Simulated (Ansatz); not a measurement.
# H5NO3Zr: the cost of one run

Method: RKS B3LYP-D4/def2-SVP, in Ansatz 0.2.0.

### 1 The starting structure

Bond lengths: Zr1–N2 2.210 Å, N2–H3 1.060 Å, N2–H4 1.060 Å, Zr1–O5 2.070 Å, O5–H6 1.010 Å, Zr1–O7 2.069 Å, O7–H8 1.010 Å, Zr1–O9 2.069 Å, O9–H10 1.010 Å. Angles: Zr1–N2–H3 120.0°, Zr1–N2–H4 120.0°, H3–N2–H4 120.0°, N2–Zr1–O5 109.4°, N2–Zr1–O7 109.5°, N2–Zr1–O9 109.5°, O5–Zr1–O7 109.5°, O5–Zr1–O9 109.5°, O7–Zr1–O9 109.5°, Zr1–O5–H6 109.5°, Zr1–O7–H8 109.5°, Zr1–O9–H10 109.5°.

As a file:

```xyz
10

Zr    0.0000    0.0000    0.0000
N     0.0000    0.0000    2.2100
H    -0.8770   -0.2713    2.7400
H     0.8770    0.2713    2.7400
O     1.9520    0.0000   -0.6893
H     2.2684   -0.9521   -0.8060
O    -0.9750    1.6891   -0.6893
H    -1.9328    1.4584   -0.9117
O    -0.9750   -1.6891   -0.6893
H    -1.4296   -2.1548    0.0831
```

### 2 Preparing the start

input.yaml

```yaml
crystal:
  periodic: [false, false, false]
  atoms:
    - { symbol: Zr, position_ang: [0.0, 0.0, 0.0] }
    - { symbol: "N", position_ang: [0.0, 0.0, 2.21] }
    - { symbol: H, position_ang: [-0.877, -0.2713, 2.74] }
    - { symbol: H, position_ang: [0.877, 0.2713, 2.74] }
    - { symbol: O, position_ang: [1.952, 0.0, -0.6893] }
    - { symbol: H, position_ang: [2.2684, -0.9521, -0.806] }
    - { symbol: O, position_ang: [-0.975, 1.6891, -0.6893] }
    - { symbol: H, position_ang: [-1.9328, 1.4584, -0.9117] }
    - { symbol: O, position_ang: [-0.975, -1.6891, -0.6893] }
    - { symbol: H, position_ang: [-1.4296, -2.1548, 0.0831] }
basis:
  gaussian: { orbitals: def2-SVP }
hamiltonian:
  xc: b3lyp
  dispersion: d4
relax:
  f_tol: 0.02
  max_steps: 40
```

The run is started by

```
ansatz run input.yaml --threads 4 --pin off --max-ram 5120MiB --backend cpu --events-out ev --progress --plain --runs-dir out
```

**Question.** How long does this run take on 4 threads of Arm Neoverse V2, shared host, and how much memory does it need?

About 17 s, with a peak of 0.26 GiB.
